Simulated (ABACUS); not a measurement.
## Ba2Tl5V3O12 in ABACUS: the effect of functional

The system is Ba2Tl5V3O12.

```
Ba V Tl O
1.0
     4.32008    2.49420    6.24860
    -4.32008    2.49420    6.24860
     0.00000   -4.98839    6.24860
Ba V Tl O
2 3 5 12
Direct
  0.50000 0.50000 0.50000
  0.00000 0.00000 0.00000
  0.50000 0.50000 0.00000
  0.00000 0.50000 0.50000
  0.50000 0.00000 0.50000
  0.00000 0.00000 0.50000
  0.50000 0.00000 0.00000
  0.00000 0.50000 0.00000
  0.74045 0.74045 0.74045
  0.25955 0.25955 0.25955
  0.71652 0.08089 0.41242
  0.41242 0.71652 0.08089
  0.08089 0.41242 0.71652
  0.58757 0.91911 0.28348
  0.91911 0.28348 0.58757
  0.28348 0.58757 0.91911
  0.28348 0.91911 0.58757
  0.58757 0.28348 0.91911
  0.91911 0.58757 0.28348
  0.41242 0.08089 0.71652
  0.08089 0.71652 0.41242
  0.71652 0.41242 0.08089
```

The cell was built by a generator and needn't be a form met in nature.

The cell isn't the ideal one: volume scaled by 1.06.

Alike in all runs:

| Quantity | Value |
| --- | --- |
| Program | ABACUS 3.10.1 |
| Task | equation of state |
| Potentials or basis | SG15 ONCV 1.2 PBE |
| Cutoff | 1361 eV |
| Density cutoff | 5442 eV |
| Basis | DZP LCAO (the cutoffs set its grid) |
| k mesh | 3 × 3 × 3 |
| Occupations | fermi-dirac, width 0.05 eV |
| Spin | collinear spin, ferromagnetic start |
| Starting moments | [0.0, 0.0, 2.0, 2.0, 2.0, 0.0, 0.0, 0.0, 0.0, 0.0, 0.0, 0.0, 0.0, 0.0, 0.0, 0.0, 0.0, 0.0, 0.0, 0.0, 0.0, 0.0] μB |

```csv
functional,pressure (GPa),moment (μB),largest force (eV/Å)
LDA,-9.5,0.61,1.01
PBE,-3.2,1.19,0.67
PBEsol,-6.8,1.07,0.85
WC,-15.9,0.60,1.23
RPBE,?,?,?
SCAN,-7.2,1.21,0.90
```

Task: What does the run with functional RPBE give?

Result: Pressure -0.4 GPa; moment 1.25 μB; largest force 0.59 eV/Å.

Caveats: the atomic orbitals were generated for these runs and aren't a published set; the basis of atomic orbitals isn't converged, which shifts pressures, moduli and gaps; the potentials were made for another functional, which shifts forces and pressure (some runs).
